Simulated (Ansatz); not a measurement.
# C₂H₆AlNS: one species, many methods

How much do the methods differ for C₂H₆AlNS? The plan is to run it at one geometry with functionals of several rungs and with coupled cluster. The yardstick is the atomisation energy at the CCSD(T) limit.

Computed with Ansatz 0.2.0, Gaussian basis. Level: functionals in def2-TZVPP, the program's frozen cores in correlated methods.

The runs, in order: PBE-D4, r2SCAN-D4, PBE0-D4, B3LYP-D4, ωB97X-V, ωB97M-V, B2PLYP; CCSD(T)/def2-TZVPP; MP2/def2-QZVPP; extrapolation to the limit.

### 1 The geometry

The geometry comes from an earlier relaxation with PBE0-D4 in a triple-zeta def2 set; it is a stationary point, not always the lowest conformer.

11 atoms, charge 0, spin multiplicity 1.

Atoms are counted from 1 here; the program's logs count them from 0.

Bond lengths: C1–C2 1.488 Å, C1–H6 1.091 Å, C1–H7 1.092 Å, C1–H8 1.092 Å, C2–N3 1.302 Å, C2–S4 1.716 Å, N3–Al5 1.938 Å, N3–H9 1.011 Å, S4–Al5 2.358 Å, Al5–H10 1.587 Å, Al5–H11 1.587 Å. Angles: C2–C1–H6 111.7°, C2–C1–H7 109.6°, C2–C1–H8 109.5°, H6–C1–H7 109.4°, H6–C1–H8 109.4°, H7–C1–H8 107.1°, C1–C2–N3 123.9°, C1–C2–S4 121.7°, N3–C2–S4 114.5°, C2–N3–Al5 99.4°, C2–N3–H9 118.0°, Al5–N3–H9 142.6°, C2–S4–Al5 74.1°, N3–Al5–S4 72.0°, N3–Al5–H10 112.4°, N3–Al5–H11 112.4°, S4–Al5–H10 113.7°, S4–Al5–H11 113.7° and more.

Geometry (Å):

```csv
atom,x (Å),y (Å),z (Å)
C1,-1.4493,-0.7429,0.8659
C2,-0.3897,0.0169,0.1484
N3,0.7892,-0.4643,-0.1254
S4,-0.6426,1.6267,-0.3880
Al5,1.5556,1.0677,-1.0317
H6,-1.1173,-1.7484,1.1289
H7,-2.3407,-0.8077,0.2389
H8,-1.7328,-0.2059,1.7733
H9,0.9947,-1.4095,0.1672
H10,2.6760,1.7841,-0.1653
H11,1.7222,0.8263,-2.5915
```

### 2 PBE-D4 (GGA)

in.yaml reads:

```yaml
crystal:
  periodic: [false, false, false]
  atoms:
    - {symbol: C, position_ang: [-1.449321, -0.742919, 0.865911]}
    - {symbol: C, position_ang: [-0.389669, 0.016855, 0.148362]}
    - {symbol: N, position_ang: [0.789222, -0.464325, -0.125413]}
    - {symbol: S, position_ang: [-0.642635, 1.626670, -0.388003]}
    - {symbol: Al, position_ang: [1.555606, 1.067725, -1.031671]}
    - {symbol: H, position_ang: [-1.117299, -1.748362, 1.128867]}
    - {symbol: H, position_ang: [-2.340703, -0.807745, 0.238937]}
    - {symbol: H, position_ang: [-1.732760, -0.205942, 1.773251]}
    - {symbol: H, position_ang: [0.994720, -1.409545, 0.167162]}
    - {symbol: H, position_ang: [2.676003, 1.784097, -0.165343]}
    - {symbol: H, position_ang: [1.722236, 0.826292, -2.591461]}
basis:
  gaussian: {orbitals: def2-TZVPP}
hamiltonian: {xc: pbe, dispersion: d4}
output: {forces: true, orbitals: {seedname: orbitals}}
```

On the command line:

```bash
$ ansatz run in.yaml --threads 4 --pin off --events-out ev --progress --plain --max-ram 10444MiB
```

The runs that follow: r2SCAN-D4 (meta-GGA); PBE0-D4 (hybrid); B3LYP-D4 (hybrid); ωB97X-V (range-separated); ωB97M-V (range-separated); B2PLYP (double hybrid); CCSD(T) in def2-TZVPP; MP2 in def2-QZVPP.

**Question.** What will the summary of the whole plan be? Wanted: atomisation energy, CCSD(T)/CBS; farthest; mean size of error, hybrid; mean size of error, range-separated; gap, smallest and largest; T1 diagnostic; triples share of the correlation energy.

**Answer**, as computed:

| quantity | value |
| --- | --- |
| atomisation energy, CCSD(T)/CBS | 4013.2 kJ/mol |
| functionals within 20.1 kJ/mol (0.5 %) | B3LYP-D4 |
| farthest | PBE-D4 (+96.1 kJ/mol) |
| mean size of error, hybrid | 13.7 kJ/mol |
| mean size of error, range-separated | 25.1 kJ/mol |
| gap, smallest and largest | 3.98 eV (PBE-D4), 10.49 eV (ωB97X-V) |
| T1 diagnostic | 0.0152 |
| triples share of the correlation energy | 4.4 % |

PBE-D4 is off by +96.1 kJ/mol. Double hybrids carry the basis error of their MP2 part in triple zeta, and no dispersion term here, so their miss is partly the set-up's. The reference freezes the cores and leaves out relativity and excitations past (T), so misses under about 20.1 kJ/mol can't be ranked. Hartree-Fock recovers 72 % of the binding; the rest is correlation. Orbital gaps span 4.0 to 10.5 eV; exact exchange widens them.
